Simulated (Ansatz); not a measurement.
# WC (nonet): from Hartree-Fock to the top rungs, def2-TZVPP

The task here is to estimate one member of a computed series from the others.

Program: Ansatz 0.2.0, Gaussian basis. Level of theory: def2-TZVPP, core rule «outside noble gas», up to 5 orbitals frozen. These are calculated values, not measurements.

Plan: UHF; ROHF; CCSD(T) on UHF.

## What is computed

The geometry is a PBE0/def2-TZVP stationary point (not a proven minimum) of the parent state, kept for this charge and spin. No spin-orbit coupling is included. Elements past krypton take def2 core potentials.

2 atoms, charge 0, spin multiplicity 9.

Atoms are counted from 1 here; the program's logs count them from 0.

Bond lengths: W1–C2 1.923 Å.

Set-up of the first run:

File in.yaml:

```yaml
crystal:
  periodic: [false, false, false]
  atoms:
    - {symbol: W, position_ang: [0.000000, 0.000000, 0.000000]}
    - {symbol: C, position_ang: [0.000000, 0.000000, 1.923200]}
basis:
  gaussian: {orbitals: def2-TZVPP}
magnetization: {spin_polarized: true, initial_magnetization: 8}
hamiltonian: {xc: hf}
output: {orbitals: {seedname: orbitals}}
```

The run is started by

```sh
> ansatz run in.yaml --threads 1 --pin off --events-out ev --progress --plain --max-ram 4096MiB --backend cpu
```

Steps of the session up to this table: UHF; ROHF; CCSD(T) on UHF.

One of the session's tables, all rows but one given; the rest of the session is left out.

| method | from UCCSD(T) (kcal/mol) |
| --- | --- |
| ROHF | ? |
| UHF | +120.94 |
| UMP2 | +17.19 |
| UCCSD | +4.48 |
| UCCSD(T) | 0 |

**Question.** Estimate the row for ROHF.

**Answer.** from UCCSD(T) (kcal/mol): +124.58. In the column «from UCCSD(T) (kcal/mol)» it is the highest.
